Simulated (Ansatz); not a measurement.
This script makes an atomisation energy of AlH7SeSi2, SMILES [SiH3][AlH][Se][SiH3] with the Python package of Ansatz (0.2.0).

The script, `tae.py`:
```python
"""Atomisation energy of AlH7SeSi2 at the given geometry."""

from collections import Counter
import logging
import sys

import ansatz as az

logging.basicConfig(stream=sys.stdout, format="%(name)s: %(message)s")
logger = logging.getLogger("calc")
logger.setLevel(logging.INFO)


def total_energy(molecule, charge=0, unpaired=0):
    calc = (
        molecule.calculation()
        .basis(gaussian="def2-SVP")
        .functional("b3lyp")
        .accuracy("medium")
    )
    if charge:
        calc = calc.charge(charge)
    if unpaired:
        calc = calc.spin("collinear", total=unpaired)
    return calc.run(threads=1).report["free_energy_ev"]

GEOMETRY = """
Si   -1.65410    1.51760    0.00670
Al   -0.80240   -0.33290    1.07250
Se    1.51240   -0.39420    1.57310
Si    2.06600   -1.15880   -0.51470
H    -2.26110    1.15520   -1.32200
H    -2.76230    2.16140    0.82980
H    -0.61030    2.55620   -0.21070
H    -1.68630   -1.57370    1.38610
H     3.44590   -1.34220   -0.62130
H     1.52140   -0.19220   -1.48120
H     1.29610   -2.45340   -0.69780
"""

alh7sesi2 = az.Crystal.molecule()
for line in GEOMETRY.strip().splitlines():
    symbol, *xyz = line.split()
    alh7sesi2 = alh7sesi2.atom(symbol, [float(v) for v in xyz])

# Hund ground states
unpaired = {"Si": 2, "Al": 1, "Se": 2, "H": 1}
counts = Counter(site.symbol for site in alh7sesi2.cartesian_sites)
atom_energy = {s: total_energy(az.Crystal.molecule().atom(s, (0, 0, 0)), 0, unpaired[s]) for s in counts}
whole = total_energy(alh7sesi2, 0, 0)
for s, e in atom_energy.items():
    logger.info(f"{s:2s} x{counts[s]}  {e:14.5f} eV")
logger.info(f"AlH7SeSi2: {whole:.5f} eV")
split = sum(counts[s] * e for s, e in atom_energy.items()) - whole
logger.info(f"atomisation energy (no zero-point term): {96.485332 * split:.1f} kJ/mol, {split / sum(counts.values()):.3f} eV an atom")
```

What does it cost to take this molecule apart into atoms?

2940.7 kJ/mol from the electronic energies, without the zero-point term.

The run itself:

`python tae.py` gives:
```text
calc: Si x2     -7872.08217 eV
calc: Al x1     -6593.36168 eV
calc: Se x1    -65340.80100 eV
calc: H  x7       -13.63995 eV
calc: AlH7SeSi2: -87804.28508 eV
calc: atomisation energy (no zero-point term): 2940.7 kJ/mol, 2.771 eV an atom
```

Notes:
- These settings explore the input space; basis and method may be short of convergence.
- The geometry is a force-field or estimated start, not a minimum of this method, and the basis set is short of its limit. All parts are taken at fixed geometry, without zero-point energy.
- b3lyp holds the VWN-RPA fit, as in Gaussian; the form of ORCA and Turbomole is b3lyp5.
- The spin-orbit lowering of heavy atoms is left out.
- The whole script took 10 s on 1 thread of Arm Neoverse V1, on a shared host, peak memory 0.34 GiB.
